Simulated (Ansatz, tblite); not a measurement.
# The cluster Te4Pb2+: one state, many levels

One table from this session's results is given with a row withheld; the runs are named, their logs left out.

Program: Ansatz 0.2.0, Gaussian basis. Level of theory: as each input shows. These are calculated values, not measurements.

Plan: GFN1-xTB, GFN2-xTB, PBE-D4/def2-TZVP, r2SCAN-D4/def2-TZVP, HSE06-D4/def2-TZVP, revPBE-D4/def2-TZVP, PBE-D4/def2-SVP, PBE0-D4/def2-SVP, MP2/def2-TZVP.

2 further runs of the same task are left out: 2 set aside as unsound or not needed. Runs told in other sessions of the task aren't counted.

## The geometry

The geometry is that of the doublet, from an earlier relaxation (PBE-D4/def2-SVP). At that level it is the lowest of the isomers that a small search found.

6 atoms, charge 1, spin multiplicity 2.

Bond lengths: Pb1–Te4 3.173 Å, Pb1–Te5 3.043 Å, Pb1–Te6 3.021 Å, Pb2–Te3 3.021 Å, Pb2–Te4 3.043 Å, Pb2–Te5 3.173 Å, Te3–Te4 2.765 Å, Te5–Te6 2.765 Å. Angles: Te4–Pb1–Te5 92.2°, Te4–Pb1–Te6 89.7°, Te5–Pb1–Te6 54.3°, Te3–Pb2–Te4 54.3°, Te3–Pb2–Te5 89.7°, Te4–Pb2–Te5 92.2°, Pb2–Te3–Te4 63.3°, Pb1–Te4–Pb2 87.3°, Pb1–Te4–Te3 93.3°, Pb2–Te4–Te3 62.5°, Pb1–Te5–Pb2 87.3°, Pb1–Te5–Te6 62.5°, Pb2–Te5–Te6 93.3°, Pb1–Te6–Te5 63.3°.

Geometry (Å):

```xyz
6

Pb    1.66695   -1.23956    1.06475
Pb   -0.87662    2.13847    0.32768
Te   -0.52926    0.53834   -2.21060
Te    1.77937    1.26788   -0.87565
Te   -1.15737   -0.56043    1.97150
Te   -0.88305   -2.14473   -0.27769
```

Pb, Te take a core potential in the def2 sets. No spin-orbit coupling is included. The ion is computed in the gas phase, without counter-ions or solvent.

PBE0-D4/def2-TZVP was run before; its log isn't repeated, and its numbers join the tables.

Set-up of the first run:

Tight binding, by tblite at 300 K electronic temperature and without a spin-polarisation term:

```python
tblite.interface.Calculator('GFN1-xTB', numbers, positions, charge=1, uhf=1).singlepoint()
```

Tight binding, by tblite at 300 K electronic temperature and without a spin-polarisation term:

```python
tblite.interface.Calculator('GFN2-xTB', numbers, positions, charge=1, uhf=1).singlepoint()
```

start.molden holds the orbitals of an earlier run on this state, given as this run's starting guess.

in.yaml reads:

```yaml
crystal:
  periodic: [false, false, false]
  atoms:
    - {symbol: Pb, position_ang: [1.666951, -1.239556, 1.064750]}
    - {symbol: Pb, position_ang: [-0.876623, 2.138474, 0.327683]}
    - {symbol: Te, position_ang: [-0.529265, 0.538344, -2.210603]}
    - {symbol: Te, position_ang: [1.779367, 1.267879, -0.875653]}
    - {symbol: Te, position_ang: [-1.157368, -0.560426, 1.971500]}
    - {symbol: Te, position_ang: [-0.883051, -2.144725, -0.277686]}
basis:
  gaussian: {orbitals: def2-TZVP, initial_orbitals: start.molden}
total_charge: 1
magnetization: {spin_polarized: true, initial_magnetization: 1}
hamiltonian: {xc: pbe, dispersion: d4}
scf: {omitted_lower_state_checks: [starts]}
output: {forces: true, orbitals: {seedname: orbitals}}
```

Run with:

```sh
ansatz run in.yaml --threads 4 --pin off --events-out ev --progress --plain --max-ram 6963MiB
```

Among the steps run: PBE-D4/def2-TZVP; r2SCAN-D4/def2-TZVP; HSE06-D4/def2-TZVP; revPBE-D4/def2-TZVP; PBE-D4/def2-SVP; PBE0-D4/def2-SVP; MP2/def2-TZVP.

One of the session's tables, all rows but one given; the rest of the session is left out.

| level | HOMO (eV) | LUMO (eV) | gap (eV) |
| --- | --- | --- | --- |
| PBE-D4/def2-SVP | -8.54 | -8.09 | 0.45 |
| PBE-D4/def2-TZVP | -8.46 | -8.01 | 0.45 |
| revPBE-D4/def2-TZVP | -8.39 | -7.90 | 0.49 |
| r2SCAN-D4/def2-TZVP | ? | ? | ? |
| PBE0-D4/def2-SVP | -9.43 | -7.51 | 1.92 |
| PBE0-D4/def2-TZVP | -9.31 | -7.40 | 1.92 |
| HSE06-D4/def2-TZVP | -8.95 | -7.75 | 1.20 |

Q: Estimate the row for r2SCAN-D4/def2-TZVP from the others.

As computed: HOMO (eV): -8.72; LUMO (eV): -7.89; gap (eV): 0.82. In the column «HOMO (eV)» it lies between HSE06-D4/def2-TZVP (-8.95) and PBE-D4/def2-SVP (-8.54).
